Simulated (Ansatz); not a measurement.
# C₂H₆O₂Si: basis-set convergence

An exercise on one series of results from a longer session: the logs are not shown, and one member is left open.

Program: Ansatz 0.2.0, Gaussian basis. Level of theory: one geometry, several basis sets. These are calculated values, not measurements.

Plan: PBE0-D4/def2-SVP; ωB97M-V/def2-SVP; PBE0-D4/def2-QZVPP; ωB97M-V/def2-QZVPP; the functionals' def2-TZVPP values are taken from earlier runs.

## Structure used throughout

An earlier PBE0-D4 in a triple-zeta def2 set relaxation fixed the geometry.

SMILES `CC(=O)O[SiH3]`, 11 atoms, charge 0, spin multiplicity 1.

Atoms are counted from 1 here; the program's logs count them from 0.

Bond lengths: C1–C2 1.494 Å, C1–H6 1.092 Å, C1–H7 1.087 Å, C1–H8 1.092 Å, C2–O3 1.204 Å, C2–O4 1.342 Å, O4–Si5 1.694 Å, Si5–H9 1.481 Å, Si5–H10 1.479 Å, Si5–H11 1.479 Å. Angles: C2–C1–H6 109.6°, C2–C1–H7 110.0°, C2–C1–H8 109.5°, H6–C1–H7 110.3°, H6–C1–H8 107.2°, H7–C1–H8 110.2°, C1–C2–O3 125.6°, C1–C2–O4 113.0°, O3–C2–O4 121.5°, C2–O4–Si5 116.2°, O4–Si5–H9 102.6°, O4–Si5–H10 110.7°, O4–Si5–H11 110.7°, H9–Si5–H10 110.4°, H9–Si5–H11 110.4°, H10–Si5–H11 111.7°.

Set-up of the first run:

Input file in.yaml:

```yaml
crystal:
  periodic: [false, false, false]
  atoms:
    - {symbol: C, position_ang: [0.050859, -1.633717, 1.098491]}
    - {symbol: C, position_ang: [0.118348, -0.658800, -0.031201]}
    - {symbol: O, position_ang: [0.387858, -0.927744, -1.173390]}
    - {symbol: O, position_ang: [-0.159156, 0.598498, 0.345474]}
    - {symbol: Si, position_ang: [-0.106432, 1.772353, -0.874146]}
    - {symbol: H, position_ang: [0.748108, -1.333457, 1.883020]}
    - {symbol: H, position_ang: [0.290881, -2.632180, 0.742631]}
    - {symbol: H, position_ang: [-0.950106, -1.618511, 1.534189]}
    - {symbol: H, position_ang: [-0.450090, 3.012998, -0.142504]}
    - {symbol: H, position_ang: [1.253934, 1.872156, -1.446433]}
    - {symbol: H, position_ang: [-1.118805, 1.491403, -1.915432]}
basis:
  gaussian: {orbitals: def2-SVP}
hamiltonian: {xc: pbe0, dispersion: d4}
output: {orbitals: {seedname: orbitals}}
```

Among the steps run: PBE0-D4 in def2-SVP; ωB97M-V in def2-SVP; PBE0-D4 in def2-QZVPP; ωB97M-V in def2-QZVPP.

One table of the session follows, with a row left open; its other results are not shown here.

| functional | basis | HOMO (eV) | LUMO (eV) |
| --- | --- | --- | --- |
| PBE0-D4 | def2-SVP | -8.18 | 0.10 |
| PBE0-D4 | def2-TZVPP | ? | ? |
| PBE0-D4 | def2-QZVPP | -8.31 | -0.11 |
| ωB97M-V | def2-SVP | -10.61 | 2.42 |
| ωB97M-V | def2-TZVPP | -10.73 | 1.80 |
| ωB97M-V | def2-QZVPP | -10.76 | 1.31 |

Estimate the missing values for PBE0-D4, def2-TZVPP.

The run gave: HOMO (eV): -8.28; LUMO (eV): -0.05. In the column «HOMO (eV)» it lies between PBE0-D4, def2-QZVPP (-8.31) and PBE0-D4, def2-SVP (-8.18).
